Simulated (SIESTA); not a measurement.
Crystal: Al3Au.

```xyz
4
Lattice="-2.0253 2.0253 4.0566 2.0253 -2.0253 4.0566 2.0253 2.0253 -4.0566" Properties=species:S:1:pos:R:3 pbc="T T T"
Au    0.0000    0.0000    0.0000
Al    0.0000    0.0000    4.0566
Al    2.0253    0.0000    2.0283
Al    0.0000    2.0253    2.0283
```

The cell comes from a database or a generator and needn't be the stable form of this composition.

Base run:

| Item | Value |
| --- | --- |
| Program | SIESTA 5.4.2 |
| Functional | LDA |
| Potentials or basis | PseudoDojo 0.4 standard (LDA files) |
| Basis | DZP (energy shift 0.003 Ry; two zetas on semicore shells) |
| Grid cutoff | 800 Ry |
| Energy shift | 0.003 Ry |
| k mesh | 9 × 9 × 9 |
| Occupations | fermi-dirac, width 0.05 eV |
| Spin | no spin polarisation |

Its results: band gap on the k mesh none (metal or under the smearing width); pressure -5.1 GPa.

Question: The run is repeated on the same cell with these changes: functional from LDA to PBE; potentials or basis from PseudoDojo 0.4 standard (LDA files) to PseudoDojo 0.4 standard (PBE files). What comes out?

Answer: Band gap on the k mesh none (metal or under the smearing width); pressure 0.4 GPa.

Caveats: short orbitals over semicore shells can move pressures by several GPa; the basis of atomic orbitals isn't converged, which shifts pressures, moduli and gaps.

Not every run made on this cell is shown here.
